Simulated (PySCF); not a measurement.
**A diatomic session: AlCd**

One table from this session's results is given with a row withheld; the runs are named, their logs left out.

Computed with PySCF 2.14.0. Level: Al def2-SVPD, Cd def2-SVPD with ECP28, scalar-relativistic core potentials.

The first run:

The job is set up so:

| Item | Value |
| --- | --- |
| atoms | Al, Cd |
| charge | 0 |
| basis | Al def2-SVPD, Cd def2-SVPD with ECP28 |
| Hamiltonian | scalar-relativistic core potentials |
| basis functions | 58 |
| electrons treated | 33 |
| masses in u | 26.9815, 113.9034 |
| levels | PBE0, PBE, r²SCAN, B2PLYP, TPSSh, M06-2X, HF, MP2, SCS-MP2, CCSD, CCSD(T) |
| grid | 80 radial by 434 angular points |
| occupations | held fixed by the projection of orbital angular momentum |
| dissociation limit | Al + Cd, each in its ground configuration |
| starting distance in angstrom | 2.595 |
| values of 2S to try | 1, 3 |

Started as:

```bash
OMP_NUM_THREADS=1 python dia.py task.json out
```

Steps of the session up to this table: Set-up; The PBE0 curve of the state that the search chose; Other states along the same grid; PBE (GGA); r²SCAN (meta-GGA); B2PLYP; TPSSh (hybrid meta-GGA); M06-2X; ROHF; MP2 and coupled cluster.

One table of the session follows, with a row left open; its other results are not shown here.

It belongs to the step «The curves together». Energy (eV) from each level's lowest point:

```
R (Å)   ROHF  ROHF-MP2  ROHF-SCS-MP2  ROHF-CCSD  ROHF-CCSD(T)
2.473  0.645     0.276         0.330        n/a           n/a
2.588  0.428     0.102         0.143      0.162         0.128
2.703  0.282     0.030         0.057      0.069         0.044
2.790  0.206     0.007         0.024      0.031         0.014
2.876  0.149     0.000         0.007      0.010         0.002
2.962      ?         ?             ?          ?             ?
3.077  0.068     0.015         0.001      0.000         0.008
3.221  0.037     0.037         0.011      0.008         0.025
3.394  0.015     0.066         0.027      0.022         0.049
3.624  0.000     0.101         0.050        n/a           n/a
```

Q: Estimate the row for R (Å) = 2.962 from the others.

Worked estimate for «ROHF». A straight line through the neighbours (2.876, 0.149) and (3.077, 0.068) gives 0.149 + (0.068 − 0.149) × (2.962 − 2.876) / (3.077 − 2.876) = 0.114; a parabola fitted to 4 rows on both sides gives 0.108.

**Answer.** ROHF: 0.108; ROHF-MP2: 0.003; ROHF-SCS-MP2: 0.000; ROHF-CCSD: 0.001; ROHF-CCSD(T): 0.000. In «ROHF» the line misses by +0.006 and the parabola by 0.000.

To keep in mind: The bond is weak, and basis-set superposition, which was not computed, may be a sizeable part of it.
